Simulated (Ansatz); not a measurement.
# Ga2O3: the cost of one run

Computed with Ansatz 0.2.0 (DFT PBE, scalar-relativistic, plane waves, PAW, unless a step's input says otherwise).

2 further runs of the same task are left out: 2 set aside as unsound or not needed. Runs told in other sessions of the task aren't counted.

**1. The starting structure**

It takes space group R-3c (No. 167, trigonal). Conventional cell: a = 5.057 Å, b = 5.057 Å, c = 13.623 Å, α = 90.00°, β = 90.00°, γ = 120.00°. Ga (site symmetry 3) has 6 O at 1.95 to 2.11 Å in its first shell of neighbours. Around O (site symmetry 2) lie 4 Ga at 1.95 to 2.11 Å.

Coordinates:

```cif
data_structure
_symmetry_space_group_name_H-M 'P 1'
_symmetry_Int_Tables_number 1
_cell_length_a 5.3988
_cell_length_b 5.3988
_cell_length_c 5.3988
_cell_angle_alpha 55.859
_cell_angle_beta 55.859
_cell_angle_gamma 55.859
_cell_volume 100.59
loop_
_atom_site_label
_atom_site_type_symbol
_atom_site_fract_x
_atom_site_fract_y
_atom_site_fract_z
_atom_site_occupancy
Ga1 Ga 0.35587 0.35587 0.35587 1
Ga2 Ga 0.14413 0.14413 0.14413 1
Ga3 Ga 0.64413 0.64413 0.64413 1
Ga4 Ga 0.85587 0.85587 0.85587 1
O1 O 0.55317 0.94683 0.25000 1
O2 O 0.25000 0.55317 0.94683 1
O3 O 0.94683 0.25000 0.55317 1
O4 O 0.44683 0.05317 0.75000 1
O5 O 0.75000 0.44683 0.05317 1
O6 O 0.05317 0.75000 0.44683 1
```

This cell was relaxed beforehand with the same method: volume 10.06 Å³/atom, gap on the mesh 2.40 eV.

**2. The reference cell**

Reference values: F = -18539.8142 eV; pressure 0.03 GPa; largest force 0.005 eV/Å; gap on the mesh 2.40 eV. It was computed beforehand with the settings of the runs below.

**3. Zone-centre phonons by finite displacements**

input.yaml

```yaml
crystal:
  lattice:
    - [2.528724556, 1.4599598031, 4.5410352138]
    - [-2.528724556, 1.4599598031, 4.5410352138]
    - [0.0, -2.9199196063, 4.5410352138]
  atoms:
    - { symbol: Ga, position: [0.3558687539, 0.3558687539, 0.3558687539] }
    - { symbol: Ga, position: [0.1441312461, 0.1441312461, 0.1441312461] }
    - { symbol: Ga, position: [0.6441312461, 0.6441312461, 0.6441312461] }
    - { symbol: Ga, position: [0.8558687539, 0.8558687539, 0.8558687539] }
    - { symbol: O, position: [0.5531733332, 0.9468266668, 0.25] }
    - { symbol: O, position: [0.25, 0.5531733332, 0.9468266668] }
    - { symbol: O, position: [0.9468266668, 0.25, 0.5531733332] }
    - { symbol: O, position: [0.4468266668, 0.0531733332, 0.75] }
    - { symbol: O, position: [0.75, 0.4468266668, 0.0531733332] }
    - { symbol: O, position: [0.0531733332, 0.75, 0.4468266668] }
basis:
  ecutwfc: 420
kpoints:
  mp_grid: { grid: [6, 6, 6] }
hamiltonian:
  xc: pbe
scf:
  occupations: { method: gaussian, width: 0.05 }
output:
  eigenvalues: true
phonons:
  method: fd
  supercell: [1, 1, 1]
  amplitude: 0.02
  eigenvectors: true
  dielectric: false
```

The run is started by

```sh
$ ansatz run input.yaml --threads 2 --pin off --max-ram 5120MiB --backend cpu --events-out ev --progress --plain --runs-dir out
```

What time and memory should one allow on 2 threads of Arm Neoverse V1, shared host?

About 2.8 min, with a peak of 0.73 GiB.
